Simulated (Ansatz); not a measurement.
# One shape, several levels: triplet AlCl3

Wanted: a comparison of 4 runs (UHF/3-21G, UB3LYP/6-31G*, UCAM-B3LYP/6-311+G**, UMP2/6-311+G**) of triplet AlCl3. 

The results are computed with Ansatz 0.2.0.

36 further runs of the same task are left out: 36 set aside as unsound or not needed.

### Step 1. Starting point

AlCl3: 4 atoms, total charge 0, spin state triplet. SMILES of the parent species: `Cl[Al](Cl)Cl`. Geometry: relaxed at PBE0-D4/def2-TZVP. That shape belongs to the parent species and isn't relaxed for this state.

Bond lengths: Cl1–Al2 2.069 Å, Al2–Cl3 2.069 Å, Al2–Cl4 2.069 Å. Angles: Cl1–Al2–Cl3 120.0°, Cl1–Al2–Cl4 120.0°, Cl3–Al2–Cl4 120.0°.

### Step 2. The energy at UHF/3-21G (run 1)

Contents of input.yaml:

```yaml
crystal:
  periodic: [false, false, false]
  atoms:
    - {symbol: Cl, position_ang: [-1.135050, -0.108440, 1.726210]}
    - {symbol: Al, position_ang: [0.000010, 0.000000, -0.000020]}
    - {symbol: Cl, position_ang: [1.741960, -1.104030, -0.163630]}
    - {symbol: Cl, position_ang: [-0.606920, 1.212480, -1.562570]}
basis:
  gaussian:
    orbitals: 3-21G.json
magnetization:
  spin_polarized: true
  initial_magnetization: 2
hamiltonian:
  xc: hf
accuracy: high
output: {orbitals: {seedname: orbitals}}
```

The basis set 3-21G is read from a file made from the Basis Set Exchange's data (not shown).

Launch:

```console
ansatz run input.yaml --threads 1 --pin off --max-ram 3480MiB --events-out events.jsonl --progress --plain --runs-dir runs
```

The program printed:

```text
Warning: RAYON_NUM_THREADS=1 ignored (pool sized by the plan → 1); use --threads N
Functional definition: HF
  name "HF"
  exchange = exact_x
  correlation = 0
1118 factors; integrals over basis functions are off by at most 3.2e-9 eV
mean field evaluation 1: about -43875.0849 eV, gradient 8.0e0 eV
mean field evaluation 2: about -43875.0924 eV, gradient 8.0e0 eV
mean field evaluation 4: about -43875.7234 eV, gradient 7.1e-1 eV
mean field evaluation 8: about -43875.7318 eV, gradient 5.5e-2 eV
mean field evaluation 16: about -43876.4993 eV, gradient 9.0e-1 eV
mean field evaluation 32: about -43876.4785 eV, gradient 3.4e-1 eV
mean field evaluation 64: about -43876.4354 eV, gradient 9.2e-2 eV
mean field evaluation 96: about -43876.5335 eV, gradient 2.7e-2 eV
mean field evaluation 128: about -43876.5342 eV, gradient 2.0e-8 eV
mean field evaluation 160: about -43876.5132 eV, gradient 4.4e-1 eV
mean field evaluation 192: about -43875.7770 eV, gradient 7.8e-1 eV
mean field evaluation 224: about -43875.4235 eV, gradient 2.6e-1 eV
mean field evaluation 256: about -43873.3148 eV, gradient 4.5e0 eV
mean field evaluation 288: about -43875.0877 eV, gradient 1.5e0 eV
mean field evaluation 320: about -43875.3702 eV, gradient 1.7e0 eV
mean field evaluation 352: about -43875.4557 eV, gradient 2.0e0 eV
mean field evaluation 384: about -43875.7319 eV, gradient 6.7e-5 eV
mean field evaluation 416: about -43876.5264 eV, gradient 8.0e-1 eV
mean field evaluation 448: about -43876.5342 eV, gradient 2.9e-5 eV
mean field -43876.53419729 eV, -1612.4328911674 hartree, gradient 1.8e-8 eV, S^2 2.006384; 9 other end points of the search recorded, 0 dependent functions left out
reference -43876.53419729 eV, -1612.4328911674 hartree; 33, 31 occupied and 19, 21 virtual orbitals, 1118 factors
Total energy: -43876.53419729 eV, -1612.4328911674 hartree
```

Run time: 15 s. Hardware: 1 thread of Arm Neoverse V2, shared host; peak memory 0.19 GiB.

### Step 3. A single-point energy at UB3LYP/6-31G(d) (Cartesian functions) (run 2)

Contents of molecule.yaml:

```yaml
crystal:
  periodic: [false, false, false]
  atoms:
    - {symbol: Cl, position_ang: [-1.135050, -0.108440, 1.726210]}
    - {symbol: Al, position_ang: [0.000010, 0.000000, -0.000020]}
    - {symbol: Cl, position_ang: [1.741960, -1.104030, -0.163630]}
    - {symbol: Cl, position_ang: [-0.606920, 1.212480, -1.562570]}
basis:
  gaussian: {orbitals: "6-31G*"}
accuracy: high
magnetization: {spin_polarized: true, initial_magnetization: 2}
hamiltonian: {xc: {name: B3LYP}}
output: {orbitals: {seedname: orbitals}}
```

Launch:

```console
ansatz run molecule.yaml --threads 1 --pin off --max-ram 3480MiB --events-out events.jsonl --progress --plain --runs-dir runs
```

The program printed:

```text
Warning: RAYON_NUM_THREADS=1 ignored (pool sized by the plan → 1); use --threads N
Functional definition: B3LYP
  name "B3LYP"
  parameter a0 = 0.2
  parameter ax = 0.72
  parameter ac = 0.81
  exchange = (1 - a0 - ax)*slater_x + ax*b88_x + a0*exact_x
  correlation = (1 - ac)*vwn_rpa_c + ac*lyp_c
1437 factors; integrals over basis functions are off by at most 3.1e-9 eV
mean field evaluation 1: about -44163.6836 eV, gradient 9.3e0 eV
mean field evaluation 2: about -44163.8965 eV, gradient 7.7e0 eV
mean field evaluation 4: about -44164.1983 eV, gradient 4.4e-1 eV
mean field evaluation 8: about -44164.2426 eV, gradient 3.4e-3 eV
mean field evaluation 16: about -44164.2426 eV, gradient 8.0e-5 eV
mean field evaluation 32: about -44163.2016 eV, gradient 7.5e0 eV
mean field evaluation 64: about -44163.8856 eV, gradient 1.4e0 eV
mean field -44164.24258714 eV, -1623.0059794787 hartree, gradient 7.2e-9 eV, S^2 2.004930; 9 other end points of the search recorded, 0 dependent functions left out
reference -44164.24262247 eV, -1623.0059807768 hartree; 33, 31 occupied and 43, 45 virtual orbitals, 1437 factors
Total energy: -44164.24262247 eV, -1623.0059807768 hartree
```

Wall time 38 s (1 thread of Arm Neoverse V2, shared host); peak memory 0.41 GiB.

Run 3 isn't shown in full; the table further down has it.

### Step 4. The energy at UMP2/6-311+G(d,p) (run 4)

Contents of job.yaml:

```yaml
crystal:
  periodic: [false, false, false]
  atoms:
    - symbol: Cl
      position_ang: [-1.135050, -0.108440, 1.726210]
    - symbol: Al
      position_ang: [0.000010, 0.000000, -0.000020]
    - symbol: Cl
      position_ang: [1.741960, -1.104030, -0.163630]
    - symbol: Cl
      position_ang: [-0.606920, 1.212480, -1.562570]
basis:
  gaussian: {orbitals: 6-311+G_st__st_-spherical.json}
magnetization: {spin_polarized: true, initial_magnetization: 2}
correlation: {method: mp2, frozen_orbitals: {Al: 5, Cl: 5}}
accuracy: high
```

The basis set 6-311+G** is read from a file made from the Basis Set Exchange's data (not shown).

Launch:

```console
ansatz run job.yaml --threads 1 --pin off --max-ram 3480MiB --events-out events.jsonl --progress --plain --runs-dir runs
```

The program printed, shortened:

```text
Warning: RAYON_NUM_THREADS=1 ignored (pool sized by the plan → 1); use --threads N
Functional definition: HF
  name "HF"
[...]
1868 factors; integrals over basis functions are off by at most 2.4e-8 eV
[...]
mean field -44093.74910513 eV, -1620.4153917969 hartree, gradient 2.1e-8 eV, S^2 2.009896; 18 other end points of the search recorded, 0 dependent functions left out
20 core orbitals not correlated: weight in the atoms' cores, before any rotation towards them, 1.000 or more for the frozen orbitals, at most 0.000 for the correlated occupied ones
reference -44093.74910513 eV, -1620.4153917969 hartree; 13, 11 occupied and 87, 89 virtual orbitals, 1868 factors
second order -12.04805589 eV of doubles, -0.00000000 eV of singles
Total energy: -44105.79716102 eV, -1620.8581496844 hartree
```

Wall time 91 s (1 thread of Arm Neoverse V2, shared host); peak memory 0.58 GiB.

### Step 5. All runs side by side

| run | level | Cartesian functions | frozen core orbitals | energy (Eh) | HOMO energy (eV) | ⟨S²⟩ | wall time |
| --- | --- | --- | --- | --- | --- | --- | --- |
| 1 | UHF/3-21G | no | – | -1612.432891 | -5.59 | 2.006 | 15 s |
| 2 | UB3LYP/6-31G* (Cartesian functions) | yes | – | -1623.005981 | -3.11 | 2.005 | 38 s |
| 3 | UCAM-B3LYP/6-311+G** | no | – | -1623.082967 | -4.46 | 2.009 | 53 s |
| 4 | UMP2/6-311+G** | no | 20 | -1620.858150 | – | 2.010 | 91 s |

### Step 6. Summary of results

```
                                           quantity           value
                                run 4: total energy  -1620.85815 Eh
run 4: correlation energy (20 core orbitals frozen)      -442.8 mEh
           run 4: ⟨S²⟩ of the reference determinant           2.010
```

In words: Totals of different functionals can't be ranked against each other. All runs together took 3.3 min, the longest 91 s.
